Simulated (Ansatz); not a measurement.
# CH6GeN2, SMILES N=[CH][GeH2][NH2]: an atomisation energy

Program: Ansatz's Python interface.

Notebook, run cell by cell (the value of a cell's last expression is shown):

**Cell 1**
```python
from collections import Counter

import ansatz as az

config = {
    "basis_set": "6-31G*",
    "functional": "r2scan0",
}
```

**Cell 2**
```python
def energy(molecule, charge=0, unpaired=0):
    calc = (
        molecule.calculation()
        .basis(gaussian=config["basis_set"])
        .functional(config["functional"])
    )
    if charge:
        calc = calc.charge(charge)
    if unpaired:
        calc = calc.spin("collinear", total=unpaired)
    report = calc.run(threads=1, pin="off").report
    if report["published_state_doubts"]:
        print("  doubts:", report["published_state_doubts"])
    return report["free_energy_ev"]
```

**Cell 3**
```python
ch6gen2 = (
    az.Crystal.molecule()
    .atom("N", [1.9742, 0.4678, 0.1402])
    .atom("C", [1.1332, -0.3221, 0.7001])
    .atom("Ge", [-0.545, -0.7379, -0.1465])
    .atom("N", [-1.5267, 0.8285, -0.3889])
    .atom("H", [1.7741, 0.8988, -0.774])
    .atom("H", [1.3679, -0.7632, 1.6624])
    .atom("H", [-1.346, -1.7149, 0.7512])
    .atom("H", [-0.2778, -1.3981, -1.5231])
    .atom("H", [-0.9389, 1.465, -0.972])
    .atom("H", [-1.6149, 1.2761, 0.5506])
)
```

**Cell 4**
```python
# unpaired electrons of the ground-state atoms
unpaired = {"N": 3, "C": 2, "Ge": 2, "H": 1}
counts = Counter(site.symbol for site in ch6gen2.cartesian_sites)
atom_energy = {s: energy(az.Crystal.molecule().atom(s, (0, 0, 0)), 0, unpaired[s]) for s in counts}
whole = energy(ch6gen2, 0, 0)
for s, e in atom_energy.items():
    print(f"{s:2s} x{counts[s]}  {e:14.5f} eV")
print(f"CH6GeN2: {whole:.5f} eV")
split = sum(counts[s] * e for s, e in atom_energy.items()) - whole
print(f"atomisation energy (no zero-point term): {96.485332 * split:.1f} kJ/mol, {split / sum(counts.values()):.3f} eV an atom")
```
Output:
```text
N  x2     -1484.73425 eV
C  x1     -1029.18038 eV
Ge x1    -56507.38770 eV
H  x6       -13.55743 eV
CH6GeN2: -60620.09319 eV
atomisation energy (no zero-point term): 3156.2 kJ/mol, 3.271 eV an atom
```

3156.2 kJ/mol from the electronic energies, without the zero-point term.

Caveats:
- Total energies depend on the basis set; only differences at equal settings carry meaning.
- The geometry is a force-field or estimated start, not a minimum of this method, and the basis set is short of its limit. All parts are taken at fixed geometry, without zero-point energy.
- The whole script took 8.5 s on 1 thread of Arm Neoverse V2, on a shared host, peak memory 0.26 GiB.
